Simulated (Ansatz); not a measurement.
# TiB2: relaxing the structure by PAW and LAPW

Aim: relax TiB2 (cell and atoms relaxed from 1.04 times the given volume) with PAW and LAPW. Both runs start alike, so that frozen cores can be judged against all electrons.

Computed with Ansatz 0.2.0 (DFT LDA, scalar-relativistic, unless a step's input says otherwise).

### Step 1. The starting structure

It takes space group P6/mmm (No. 191, hexagonal). Conventional cell: a = 3.066 Å, b = 3.066 Å, c = 3.271 Å, α = 90.00°, β = 90.00°, γ = 120.00°. Ti (site symmetry 6/mmm) has 12 B at 2.41 Å as nearest neighbours. B (site symmetry -6m2) has 3 B at 1.77 Å and 6 Ti at 2.41 Å as nearest neighbours.

Structure file:

```
CELL_PARAMETERS angstrom
3.06575 0.00000 0.00000
-1.53287 2.65501 0.00000
0.00000 0.00000 3.27126
ATOMIC_POSITIONS crystal
Ti 0.00000 0.00000 0.00000
B 0.33333 0.66667 0.50000
B 0.66667 0.33333 0.50000
```

Atoms are numbered in the order of the input: Ti1, B2, B3.

### Step 2. PAW on the default files

Input file input.yaml:

```yaml
crystal:
  lattice:
    - [3.0657467113, 0.0, 0.0]
    - [-1.5328733556, 2.6550145336, 0.0]
    - [0.0, 0.0, 3.2712563681]
  atoms:
    - { symbol: Ti, position: [0.0, 0.0, 0.0] }
    - { symbol: B, position: [0.3333333333, 0.6666666667, 0.5] }
    - { symbol: B, position: [0.6666666667, 0.3333333333, 0.5] }
kpoints:
  mp_grid: { grid: [12, 12, 10] }
scf:
  occupations: { method: fermi_dirac, width: 0.05 }
hamiltonian:
  xc: lda
  pseudopotentials: { kind: paw }
output:
  forces: true
  stress: true
  efg: { contact_densities: true }
relax:
  f_tol: 0.005
  max_steps: 80
  cell: {}
```

Command:

```bash
$ ansatz run input.yaml --threads 1 --pin off --max-ram 3072MiB --backend cpu --events-out ev --progress --plain --runs-dir out
```

### Step 4. All-electron LAPW

input.yaml: that of step 2 with these lines changed.

```diff
@@ -15,3 +15,3 @@
   xc: lda
-  pseudopotentials: { kind: paw }
+  pseudopotentials: { kind: all_electron, lapw: { basis_error: 0.001 } }
 output:
@@ -19,3 +19,2 @@
   stress: true
-  efg: { contact_densities: true }
 relax:
```

(Steps that only read results are left out.)

What does the calculation give? Wanted: PAW: cell; PAW: volume; PAW: energy gained; PAW: accepted moves; PAW: space group; LAPW: cell; LAPW: volume; LAPW: energy gained; LAPW: accepted moves.

As calculated:

| quantity | value |
| --- | --- |
| PAW: cell | a = 2.994 Å, b = 2.994 Å, c = 3.160 Å, α = 90.00°, β = 90.00°, γ = 120.00° |
| PAW: volume | 8.176 Å³/atom |
| PAW: energy gained | 46.1 meV/atom |
| PAW: accepted moves | 5 |
| PAW: space group | P6/mmm → P6/mmm |
| LAPW: cell | a = 2.994 Å, b = 2.994 Å, c = 3.160 Å, α = 90.00°, β = 90.00°, γ = 120.00° |
| LAPW: volume | 8.176 Å³/atom |
| LAPW: energy gained | 45.3 meV/atom |
| LAPW: accepted moves | 4 |
| LAPW: space group | P6/mmm → P6/mmm |

**Reading.** By PAW the volume changes by -7.9 % in 5 moves, and the energy falls by 46.1 meV/atom. PAW's final volume lies less than 0.01 % from LAPW's, and its energy gain differs from LAPW's by +0.8 meV/atom. LAPW took about 2.9 times as long as PAW (53 s against 18 s, on a shared host and with the outputs that each input asks for).
